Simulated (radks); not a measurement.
# Hf²⁺ with its nuclear charge varied continuously

The task here is to estimate one member of a computed series from the others.

Program: radks (a radial shooting solver on a logarithmic mesh, Libxc functionals) version 1. Level of theory: Dirac Kohn-Sham, LDA (Slater exchange, Perdew-Wang correlation), spin-unpolarised, spherical densities, finite nucleus; open shells fill j = l - 1/2 first. These are calculated values, not measurements, unless marked.

**What is computed**

| Item | Value |
| --- | --- |
| element | hafnium (Z = 72) |
| charge | +2 |
| electrons | 70 |
| configuration | [Xe] 4f14 5d2 |
| nuclear rms radius | 5.347 fm |

The first run:

Settings of this run:

```text
Z 72
configuration [Xe] 4f14 5d2
relativity Dirac
functional lda,pw
spin unpolarised
j_filling energy
nucleus finite rms 5.347 fm
c 137.035999084
```

Among the steps run: Z = 72.

One table of the session follows, with a row left open; its other results are not shown here.

Radial moments (bohr):

```
level     <r>  outermost maximum (interpolated)  90 % within  nodes
4d5/2  0.5403                             0.475        0.812      1
5s1/2   1.136                              1.02         1.64      4
5p1/2   1.264                              1.10         1.86      3
5p3/2       ?                                 ?            ?      ?
4f5/2  0.6701                             0.451         1.14      0
4f7/2  0.6828                             0.456         1.16      0
5d3/2   2.081                              1.62         3.24      2
5d5/2   2.142                              1.67         3.34      2
```

Q: Estimate the row for 5p3/2 from the others.

**Answer.** <r>: 1.374; outermost maximum (interpolated): 1.19; 90 % within: 2.02; nodes: 3. In the column «<r>» it lies between 5p1/2 (1.264) and 5d3/2 (2.081).
